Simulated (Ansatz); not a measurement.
# Ga3Se (Pm-3m) in Ansatz: convergence with wavefunction cutoff

Aim: find how far wavefunction cutoff must go before the results for Ga3Se settle, at PBE. This setting moves, with any that are tied to it; all else stays.

Everything below comes from runs of Ansatz 0.2.0. Logs are shortened: lines on timing, memory, paths and dates and some standing lists are left out, and cuts for length are marked.

**1. Starting point**

The structure is cubic, space group Pm-3m (No. 221). The conventional cell has a = 4.432 Å, b = 4.432 Å, c = 4.432 Å, α = 90.00°, β = 90.00°, γ = 90.00°. Se (site symmetry m-3m) is surrounded by 12 Ga at 3.13 Å. Ga (site symmetry 4/mmm) is surrounded by 4 Se at 3.13 Å and 8 Ga at 3.13 Å.

The cell comes from a database or a generator and needn't be the stable form of this composition.

**2. With wavefunction cutoff 200 eV**

input.yaml reads:

```yaml
crystal:
  lattice:
    - [4.432465, 0.0, 0.0]
    - [0.0, 4.432465, 0.0]
    - [0.0, 0.0, 4.432465]
  atoms:
    - { symbol: Se, position: [0.0, 0.0, 0.0] }
    - { symbol: Ga, position: [0.5, 0.5, 0.0] }
    - { symbol: Ga, position: [0.5, 0.0, 0.5] }
    - { symbol: Ga, position: [0.0, 0.5, 0.5] }
hamiltonian:
  xc: pbe
  pseudopotentials: { kind: paw_fr }
magnetization:
  noncollinear: true
  spin_orbit: true
kpoints:
  mp_grid: { grid: [5, 5, 5] }
scf:
  occupations: { method: cold, width: 0.05 }
output:
  forces: true
  stress: true
  eigenvalues: true
basis:
  ecutwfc: "200 eV"
```

Potentials or basis: Ansatz PAW.

Command:

```
ansatz run input.yaml --threads 2 --pin off --max-ram 5632MiB --backend cpu --events-out ev --progress --plain --runs-dir out
```

What it wrote:

```text
Warning: basis.ecutwfc = 200 eV is below the records' recommended 420 eV, and the density's cutoff is lower with it unless basis.ecutrho_ratio is high enough to keep the records' density cutoff: compare with a run at a higher cutoff
Warning: RAYON_NUM_THREADS=2 ignored (pool sized by the plan → 2); use --threads N
Engine: ansatz 0.2.0, aarch64-unknown-linux-gnu
Pseudopotentials: kind: paw_fr
Pseudopotential: Se, paw_fr, valence charge 16, recommended cutoff 420 eV (normal), Se.paw.azcp#standard-fr
Pseudopotential: Ga, paw_fr, valence charge 13, recommended cutoff 420 eV (normal), Ga.paw.azcp#standard-fr
Functional definition: PBE
  parameter kappa = 0.804
[... 67 lines left out ...]
  atom   4  Ga     0.00000000     0.00000000     0.00000000
  max |Σ_I F_I| component: 3.76e-29 eV/Å
--- Stress (GPa, compression-positive) ---
        3.658934      -0.000000       0.000000
       -0.000000       3.658934       0.000000
        0.000000       0.000000       3.658934
  P = ⅓ Tr σ = 3.6589 GPa (36.589 kbar)
--- Band table (eV; the first three rows and the last of 10) ---
  k-point 0: bands = ["-43.0095", "-43.0095", "-43.0095", "-43.0095", "-42.0875", "-42.0875", "-42.0761", "-42.0761", "-42.0761", "-42.0761", "-11.0164", "-11.0164", "-11.0029", "-11.0029", "-11.0029", "-11.0029", "-10.9915", "-10.9915", "-10.8295", "-10.8295", "-10.8295", "-10.8295", "-10.5114", "-10.5114", "-10.5114", "-10.5114", "-10.5070", "-10.5070", "-10.4838", "-10.4838", "-10.4254", "-10.4254", "-10.4254", "-10.4254", "-10.4022", "-10.4022", "-10.1540", "-10.1540", "-10.1540", "-10.1540", "-5.0435", "-5.0435", "0.8712", "0.8712", "4.7045", "4.7045", "4.8961", "4.8961", "4.8961", "4.8961", "5.4320", "5.4320", "5.4320", "5.4320", "10.0186", "10.0186", "10.1485", "10.1485", "10.1485", "10.1485", "12.8599", "12.8599", "12.8599", "12.8599", "12.9779", "12.9779"]
  k-point 1: bands = ["-42.9440", "-42.9440", "-42.9344", "-42.9344", "-42.0212", "-42.0212", "-42.0058", "-42.0058", "-41.9976", "-41.9976", "-10.9352", "-10.9352", "-10.9022", "-10.9022", "-10.8055", "-10.8055", "-10.6985", "-10.6985", "-10.6920", "-10.6920", "-10.6359", "-10.6359", "-10.4460", "-10.4460", "-10.3462", "-10.3462", "-10.3236", "-10.3236", "-10.1967", "-10.1967", "-10.1644", "-10.1644", "-10.1319", "-10.1319", "-10.0912", "-10.0912", "-9.9931", "-9.9931", "-9.9575", "-9.9575", "-4.9250", "-4.9250", "0.6124", "0.6124", "3.5750", "3.5750", "5.0051", "5.0051", "5.1503", "5.1503", "5.6140", "5.6140", "7.2126", "7.2126", "9.6277", "9.6277", "9.6477", "9.6477", "9.7575", "9.7575", "11.4626", "11.4626", "12.3228", "12.3228", "12.4578", "12.4578"]
  k-point 2: bands = ["-42.9539", "-42.9539", "-42.9288", "-42.9288", "-42.0353", "-42.0353", "-42.0185", "-42.0185", "-41.9713", "-41.9713", "-10.8529", "-10.8529", "-10.8501", "-10.8501", "-10.8035", "-10.8035", "-10.7627", "-10.7627", "-10.7043", "-10.7043", "-10.6718", "-10.6718", "-10.3988", "-10.3988", "-10.3082", "-10.3082", "-10.2807", "-10.2807", "-10.2454", "-10.2454", "-10.2039", "-10.2039", "-10.1699", "-10.1699", "-10.1657", "-10.1657", "-10.1281", "-10.1281", "-9.8419", "-9.8419", "-4.7174", "-4.7174", "0.0608", "0.0608", "3.1217", "3.1217", "5.5121", "5.5121", "5.7142", "5.7142", "5.9750", "5.9750", "7.5340", "7.5340", "8.5048", "8.5048", "8.5883", "8.5883", "10.0253", "10.0253", "11.3206", "11.3206", "12.4918", "12.4918", "12.6838", "12.6838"]
  k-point 9: bands = ["-42.9591", "-42.9591", "-42.9544", "-42.9544", "-42.0492", "-42.0492", "-42.0170", "-42.0170", "-42.0086", "-42.0086", "-10.9831", "-10.9831", "-10.9419", "-10.9419", "-10.9116", "-10.9116", "-10.7823", "-10.7823", "-10.6928", "-10.6928", "-10.6199", "-10.6199", "-10.4923", "-10.4923", "-10.4389", "-10.4389", "-10.3737", "-10.3737", "-10.3261", "-10.3261", "-10.2374", "-10.2374", "-10.2174", "-10.2174", "-10.0717", "-10.0717", "-10.0008", "-10.0008", "-9.9505", "-9.9505", "-4.2505", "-4.2505", "1.9739", "1.9739", "2.9223", "2.9223", "2.9540", "2.9540", "4.3951", "4.3951", "4.4750", "4.4750", "4.6809", "4.6809", "6.2935", "6.2935", "11.3405", "11.3405", "12.1125", "12.1125", "12.2539", "12.2539", "15.3835", "15.3835", "15.4089", "15.4089"]
```

Wall time 3 s (2 threads of Arm Neoverse V1, shared host); peak memory 0.46 GiB.

What came out:

```yaml
Free_energy: -16791.4725 eV
Pressure: 3.7 GPa
Band_gap_on_the_k_mesh: none (metal or under the smearing width)
```

**3. With wavefunction cutoff 250 eV**

input.yaml, as its differences from that of step 2:

```diff
@@ -25,2 +25,2 @@
 basis:
-  ecutwfc: "200 eV"
+  ecutwfc: "250 eV"
```

Potentials or basis: Ansatz PAW.

Command:

```
ansatz run input.yaml --threads 2 --pin off --max-ram 5632MiB --backend cpu --events-out ev --progress --plain --runs-dir out
```

It took 3.4 s on 2 threads of Arm Neoverse V1, shared host; peak memory 0.49 GiB.

Results:

| Property | Result |
| --- | --- |
| Free energy | -16814.5375 eV |
| Pressure | 2.0 GPa |
| Band gap on the k mesh | none (metal or under the smearing width) |

**4. With wavefunction cutoff 300 eV**

input.yaml, as its differences from that of step 3:

```diff
@@ -25,2 +25,2 @@
 basis:
-  ecutwfc: "250 eV"
+  ecutwfc: "300 eV"
```

Command:

```
ansatz run input.yaml --threads 2 --pin off --max-ram 5632MiB --backend cpu --events-out ev --progress --plain --runs-dir out
```

It took 4.4 s on 2 threads of Arm Neoverse V1, shared host; peak memory 0.53 GiB.

Results:

| Property | Result |
| --- | --- |
| Free energy | -16818.2962 eV |
| Pressure | -0.4 GPa |
| Band gap on the k mesh | none (metal or under the smearing width) |

**5. With wavefunction cutoff 350 eV**

input.yaml, as its differences from that of step 4:

```diff
@@ -25,2 +25,2 @@
 basis:
-  ecutwfc: "300 eV"
+  ecutwfc: "350 eV"
```

Command:

```
ansatz run input.yaml --threads 2 --pin off --max-ram 5632MiB --backend cpu --events-out ev --progress --plain --runs-dir out
```

Run time: 5.4 s. Hardware: 2 threads of Arm Neoverse V1, shared host; peak memory 0.56 GiB.

Results:

| Quantity | Value |
| --- | --- |
| Free energy | -16818.6290 eV |
| Pressure | -0.3 GPa |
| Band gap on the k mesh | none (metal or under the smearing width) |

**6. With wavefunction cutoff 400 eV**

input.yaml, as its differences from that of step 5:

```diff
@@ -25,2 +25,2 @@
 basis:
-  ecutwfc: "350 eV"
+  ecutwfc: "400 eV"
```

Potentials or basis: Ansatz PAW.

Command:

```
ansatz run input.yaml --threads 2 --pin off --max-ram 5632MiB --backend cpu --events-out ev --progress --plain --runs-dir out
```

It took 6.3 s on 2 threads of Arm Neoverse V1, shared host; peak memory 0.59 GiB.

Results (log left out):

```yaml
Free_energy: -16818.6429 eV
Pressure: -0.3 GPa
Band_gap_on_the_k_mesh: none (metal or under the smearing width)
```

**7. With wavefunction cutoff 450 eV**

input.yaml, as its differences from that of step 6:

```diff
@@ -25,2 +25,2 @@
 basis:
-  ecutwfc: "400 eV"
+  ecutwfc: "450 eV"
```

Command:

```
ansatz run input.yaml --threads 2 --pin off --max-ram 5632MiB --backend cpu --events-out ev --progress --plain --runs-dir out
```

Run time: 6.2 s. Hardware: 2 threads of Arm Neoverse V1, shared host; peak memory 0.62 GiB.

Results (log left out):

```yaml
Free_energy: -16818.6456 eV
Pressure: -0.3 GPa
Band_gap_on_the_k_mesh: none (metal or under the smearing width)
```

**8. With wavefunction cutoff 500 eV**

input.yaml, as its differences from that of step 7:

```diff
@@ -25,2 +25,2 @@
 basis:
-  ecutwfc: "450 eV"
+  ecutwfc: "500 eV"
```

Command:

```
ansatz run input.yaml --threads 2 --pin off --max-ram 5632MiB --backend cpu --events-out ev --progress --plain --runs-dir out
```

It took 8 s on 2 threads of Arm Neoverse V1, shared host; peak memory 0.67 GiB.

The run converged. Its results:

- Free energy: -16818.6475 eV
- Pressure: -0.3 GPa
- Band gap on the k mesh: none (metal or under the smearing width)

**9. With wavefunction cutoff 600 eV**

input.yaml, as its differences from that of step 8:

```diff
@@ -25,2 +25,2 @@
 basis:
-  ecutwfc: "500 eV"
+  ecutwfc: "600 eV"
```

Potentials or basis: Ansatz PAW.

Command:

```
ansatz run input.yaml --threads 2 --pin off --max-ram 5632MiB --backend cpu --events-out ev --progress --plain --runs-dir out
```

Run time: 9.3 s. Hardware: 2 threads of Arm Neoverse V1, shared host; peak memory 0.75 GiB.

Results (log left out):

- Free energy: -16818.6481 eV
- Pressure: -0.3 GPa
- Band gap on the k mesh: none (metal or under the smearing width)

**10. With wavefunction cutoff 800 eV**

input.yaml, as its differences from that of step 9:

```diff
@@ -25,2 +25,2 @@
 basis:
-  ecutwfc: "600 eV"
+  ecutwfc: "800 eV"
```

Command:

```
ansatz run input.yaml --threads 2 --pin off --max-ram 5632MiB --backend cpu --events-out ev --progress --plain --runs-dir out
```

It took 16 s on 2 threads of Arm Neoverse V1, shared host; peak memory 0.96 GiB.

Results (log left out):

```
Free energy            : -16818.6483 eV
Pressure               : -0.3 GPa
Band gap on the k mesh : none (metal or under the smearing width)
```

**11. Result**

| wavefunction cutoff | energy less the tightest run, at zero smearing (meV/atom) | pressure (GPa) | SCF cycles | CPU time (s) | peak memory (GiB) |
| --- | --- | --- | --- | --- | --- |
| 200 eV | 6793.94 | 3.66 | 9 | 5.6 | 0.46 |
| 250 eV | 1027.69 | 1.98 | 9 | 6.6 | 0.49 |
| 300 eV | 88.02 | -0.37 | 9 | 8.5 | 0.53 |
| 350 eV | 4.82 | -0.26 | 9 | 10 | 0.56 |
| 400 eV | 1.35 | -0.29 | 9 | 12 | 0.59 |
| 450 eV | 0.67 | -0.29 | 9 | 12 | 0.62 |
| 500 eV | 0.20 | -0.29 | 9 | 16 | 0.67 |
| 600 eV | 0.06 | -0.29 | 9 | 18 | 0.75 |
| 800 eV | 0.00 | -0.29 | 9 | 31 | 0.96 |

Against the tightest run, the energy stays within 1 meV/atom from 450 eV on; the pressure stays within 0.1 GPa from 300 eV on. The tightest run that finished is the yardstick and may itself not be fully converged.
